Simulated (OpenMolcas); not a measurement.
**Tc⁴⁺ among point charges: CASSCF and CASPT2 levels and susceptibility**

Aim: the splitting of the states of Tc⁴⁺ in the field of 4 point charges, its lowest levels with spin-orbit coupling and its magnetic susceptibility.

The numbers are computed with OpenMolcas 26.06 (state-averaged CASSCF and CASPT2, spin-orbit coupling by RASSI with atomic mean-field integrals), except any that are marked as measured or tabulated.

## (1) What is computed

```
Species                           : Tc⁴⁺ (technetium, Z = 43, 39 electrons)
Basis                             : ANO-RCC-VDZP [6s5p3d1f], 43 functions
Scalar Hamiltonian                : DKH2, point nucleus
Inactive shells                   : 1s 2s 2p 3s 3p 3d 4s 4p
Active space                      : 3 electrons in 5 orbitals (4d)
Some configurations of this space : 4d³
Orbitals                          : optimised for each spin and parity, averaged over all roots
```

Outer shells as boxes (Hund's rule):

4d3
```
4d [↑ ][↑ ][↑ ][  ][  ]
```

The ion sits among 4 point charges of -2 e arranged as a tetrahedron (Td), 2.14 Å from the ion.

Each step is its own input file, run in one work folder so that later steps find the files of earlier ones. Labels, J, g values, rates, χT and fits are worked out afterwards by a script from the matrices that RASSI stores.

## (2) One- and two-electron integrals

Contents of a.inp:

```
&GATEWAY
Coord
1

Tc 0.0 0.0 0.0
Basis=ANO-RCC-VDZP
Group=NoSym
NoMove
AngMom=0.0 0.0 0.0
AMFI
XField
4 Angstrom 0
1.235530 1.235530 1.235530 -2.000000
1.235530 -1.235530 -1.235530 -2.000000
-1.235530 1.235530 -1.235530 -2.000000
-1.235530 -1.235530 1.235530 -2.000000
&SEWARD
```

Launch:

```sh
$ OMP_NUM_THREADS=1 MOLCAS_MEM=1689 MOLCAS_PROJECT=a pymolcas a.inp > a.log
```

## (3) CASSCF: quartets, 10 roots

Contents of a.inp:

```
&RASSCF
FileOrb=start.orb
Symmetry=1
Spin=4
nActEl=3 0 0
Inactive=18
Ras2=5
CIRoot=10 10 1
SDav=10
CIMx=300
Iter=120 100
PrWF=0.3
OrbListing=Nothing
MaxOrb=0
>>> COPY $Project.JobIph JOB001
```

start.orb holds the contracted functions of the basis, ordered by shell, or the orbitals of the step before.

## (4) Reference wave functions, doublets, 40 roots

Contents of a.inp:

```
&RASSCF
FileOrb=start.orb
Symmetry=1
Spin=2
nActEl=3 0 0
Inactive=18
Ras2=5
CIRoot=40 40 1
SDav=40
CIMx=300
Iter=120 100
PrWF=0.3
OrbListing=Nothing
MaxOrb=0
>>> COPY $Project.JobIph JOB002
```

## (5) RASSI: spin-orbit coupling between the states

Contents of a.inp:

```
&RASSI
NrOfJobIphs=2 10 40
1 2 3 4 5 6 7 8 9 10
1 2 3 4 5 6 7 8 9 10 11 12 13 14 15 16 17 18 19 20 21 22 23 24 25 26 27
28 29 30 31 32 33 34 35 36 37 38 39 40
IphNames
JOB001
JOB002
EJob
SpinOrbit
DIPRint=1.0
SOCoupling=1000.0
Subsets=2
Property=9
'ANGMOM' 1 'ANGMOM' 2 'ANGMOM' 3 'MLTPL  1' 1 'MLTPL  1' 2 'MLTPL  1' 3
'AMFI' 1 'AMFI' 2 'AMFI' 3
SOProperty=3
'ANGMOM' 1 'ANGMOM' 2 'ANGMOM' 3
```

## (6) CASPT2: IPEA 0.25, imaginary shift 0.1 (closed shells correlated: 4s 4p)

Contents of a.inp:

```
>>> COPY JOB001 $Project.JobIph
&CASPT2
Multistate=10 1 2 3 4 5 6 7 8 9 10
NoMult
Frozen=14
IPEA=0.25
Imaginary=0.1
MaxIter=60
WThr=0.0 0.3 0.05
PrWF=0.5
NoMix
>>> COPY JOB002 $Project.JobIph
&CASPT2
Multistate=40 1 2 3 4 5 6 7 8 9 10 11 12 13 14 15 16 17 18 19 20 21 22
23 24 25 26 27 28 29 30 31 32 33 34 35 36 37 38 39 40
NoMult
Frozen=14
IPEA=0.25
Imaginary=0.1
MaxIter=60
WThr=0.0 0.3 0.05
PrWF=0.5
NoMix
```

(Steps that only read results are left out.)

What does the calculation give? Wanted: spin-free ground state; first state of the same spin within the active space; lowest level; next level.

The runs gave:

| quantity | value |
| --- | --- |
| method | SS-CASPT2, IPEA 0.25, imaginary shift 0.1 (closed shells correlated: 4s 4p) |
| spin-free ground state | 4T1, 3-fold in its orbital part |
| first state of the same spin within the active space | 4T2 at 1860 cm⁻¹ |
| lowest level | 4-fold Γ8 |
| next level | 654.2 cm⁻¹ |
| χT at 300 K | 0.29 cm³ K/mol |
| effective moment at 300 K | 1.51 μB |

Cost by method:

| method | time of its own steps | time with the reference |
| --- | --- | --- |
| A. CASSCF | 14 s | 14 s |
| B. SS-CASPT2, IPEA 0.25, imaginary shift 0.1, +4s 4p | 6.4 s | 20 s |

Times are of one thread on a shared host.

In words: The spin-free ground state (4T1) comes to 100 % from free-ion F terms and keeps the highest spin of the shell. χT at 300 K is 0.29, against 1.88 cm³ K/mol for the spin alone, so spin-orbit coupling lowers it. A ligand-field fit to the states below 45000 cm-1 gives 10Dq = -2437 cm-1, B = 768 cm-1 and C = 3407 cm-1 (C/B = 4.44), with a deviation of 350 cm-1. CASPT2 does not keep the components of a term degenerate, and the means are used. The field of point charges can differ much from that of real complexes. This is an electrostatic model: the charges have no orbitals.
